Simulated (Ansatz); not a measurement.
# AsH+ (quartet): the correlation ladder at distance As1–H2 = 5.569 Å, cc-pVQZ

How much of the correlation energy of AsH+ (quartet) does each wave-function method recover here?

The runs use Ansatz 0.2.0, Gaussian basis; cc-pVQZ, core rule «outside noble gas», up to 14 orbitals frozen.

The runs, in order: UHF; CCSD(T) on ROHF; CCSD(T) on UHF; BCCD(T) on ROHF; CCSDT(Q) on ROHF; CCSDT(Q) on UHF; CASSCF and MRCISD+Q, 5 electrons in 5 orbitals; CASSCF and NEVPT2, 5 electrons in 5 orbitals.

11 further runs of the same task are left out: 11 that didn't finish.

## Step 1: The system

The geometry derives from a PBE0/def2-TZVP stationary point (not a proven minimum). One bond is set to the value named and the two fragments are kept rigid. No spin-orbit coupling is included. The filled d shell of As may be among the frozen orbitals whatever the setting's name suggests; the logs give the count.

2 atoms, charge 1, spin multiplicity 4.

Atoms are counted from 1 here; the program's logs count them from 0.

No contacts short enough for the rule that draws bonds.

## Step 2: UHF

The input, in.yaml:

```yaml
crystal:
  periodic: [false, false, false]
  atoms:
    - {symbol: As, position_ang: [0.000000, 0.000000, 0.000000]}
    - {symbol: H, position_ang: [0.000000, 0.000000, 5.569000]}
basis:
  gaussian: {orbitals: cc-pVQZ}
total_charge: 1
magnetization: {spin_polarized: true, initial_magnetization: 3}
hamiltonian: {xc: hf}
output: {orbitals: {seedname: orbitals}}
```

Run with:

```sh
ansatz run in.yaml --threads 1 --pin off --events-out ev --progress --plain --max-ram 3968MiB --backend cpu
```

Further steps of the session: CCSD(T) on ROHF; CCSD(T) on UHF; BCCD(T) on ROHF; CCSDT(Q) on ROHF; CCSDT(Q) on UHF; CASSCF and MRCISD+Q, 5 electrons in 5 orbitals; CASSCF and NEVPT2, 5 electrons in 5 orbitals.

**Question.** What will the summary of the whole plan be? Wanted: UCCSDT(Q) below the RHF energy; RMP2 from UCCSDT(Q); UMP2 from UCCSDT(Q); RCCSD from UCCSDT(Q); RCCSD(T) from UCCSDT(Q); UCCSD(T) from UCCSDT(Q); RCCSDT(Q) from UCCSDT(Q); NEVPT2 valence from UCCSDT(Q); MRCISD+Q valence from UCCSDT(Q).

The runs gave:

| quantity | value |
| --- | --- |
| UCCSDT(Q) below the RHF energy | -2.1474 eV |
| RMP2 from UCCSDT(Q) | +10.64 kcal/mol |
| UMP2 from UCCSDT(Q) | +10.49 kcal/mol |
| RCCSD from UCCSDT(Q) | +1.85 kcal/mol |
| RCCSD(T) from UCCSDT(Q) | +0.57 kcal/mol |
| UCCSD(T) from UCCSDT(Q) | +0.29 kcal/mol |
| RCCSDT(Q) from UCCSDT(Q) | +0.29 kcal/mol |
| NEVPT2 valence from UCCSDT(Q) | +9.22 kcal/mol |
| MRCISD+Q valence from UCCSDT(Q) | +0.57 kcal/mol |
| levels within 1 kcal/mol (43 meV) | RCCSD(T), UCCSD(T), BCCD(T), RCCSDT, UCCSDT, RCCSDT(Q), MRCISD+Q valence |
| T1 diagnostic | 0.017 |
| effectively unpaired electrons | 3.01 |

RCCSD(T) misses by +0.57 kcal/mol, 1.2 % of the correlation energy. One determinant dominates. Of the multireference levels listed MRCISD+Q valence comes nearest in total energy (+0.57 kcal/mol), which doesn't show that its space is the better one. These misses are within one basis, not against nature; the frozen cores of restricted and unrestricted runs differ, which can shift their rows.
